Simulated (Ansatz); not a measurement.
# BCl3H2O: the cost of one run

Method: PBE0-D4, def2-SVP first, then def2-TZVP; program: Ansatz 0.2.0, Gaussian basis.

152 further runs of the same task are left out: 152 set aside as unsound or not needed.

**1. The system as given**

The guess: 7 atoms, charge 0, spin multiplicity 1.

Atoms are counted from 1 here; the program's logs count them from 0.

Bond lengths: B1–Cl3 1.766 Å, B1–Cl4 1.748 Å, B1–O6 1.501 Å, Cl2–H5 1.589 Å, H5–O6 1.260 Å, O6–H7 0.965 Å. Angles: Cl3–B1–Cl4 119.3°, Cl3–B1–O6 114.1°, Cl4–B1–O6 114.2°, Cl2–H5–O6 127.5°, B1–O6–H5 87.7°, B1–O6–H7 114.8°, H5–O6–H7 116.1°.

As a file:

```
B    -0.0508   -0.5417    0.2391
Cl    1.8423    0.5368    0.1889
Cl   -0.0650   -1.7498   -1.0484
Cl   -0.3692   -1.0407    1.8835
H     0.4692    1.2691   -0.1322
O    -0.6852    0.7645   -0.1400
H    -1.1414    0.7618   -0.9908
```

Distances that are to change: B1–O6 1.50 Å, Cl2–H5 1.59 Å, B1–Cl2 2.18 Å, H5–O6 1.26 Å.

**2. Relaxing the guess with the reacting distances held**

The input, hold/in.yaml:

```yaml
crystal:
  periodic: [false, false, false]
  atoms:
    - {symbol: B, position_ang: [-0.050800, -0.541700, 0.239100]}
    - {symbol: Cl, position_ang: [1.842300, 0.536800, 0.188900]}
    - {symbol: Cl, position_ang: [-0.065000, -1.749800, -1.048400]}
    - {symbol: Cl, position_ang: [-0.369200, -1.040700, 1.883500]}
    - {symbol: H, position_ang: [0.469200, 1.269100, -0.132200]}
    - {symbol: O, position_ang: [-0.685200, 0.764500, -0.140000]}
    - {symbol: H, position_ang: [-1.141400, 0.761800, -0.990800]}
basis:
  gaussian: {orbitals: def2-SVP}
hamiltonian: {xc: pbe0, dispersion: d4}
relax: {f_tol: 0.04, max_steps: 150, escape_saddle: false, constraints: [{distance: [0, 5]}, {distance: [1, 4]}, {distance: [0, 1]}, {distance: [4, 5]}]}
```

The run is started by

```console
> ansatz run in.yaml --threads 4 --pin off --events-out ev --progress --plain --max-ram 9574MiB
```

**Question.** How long does this run take on 4 threads of AMD EPYC 9R45, shared host?

About 5.5 s.
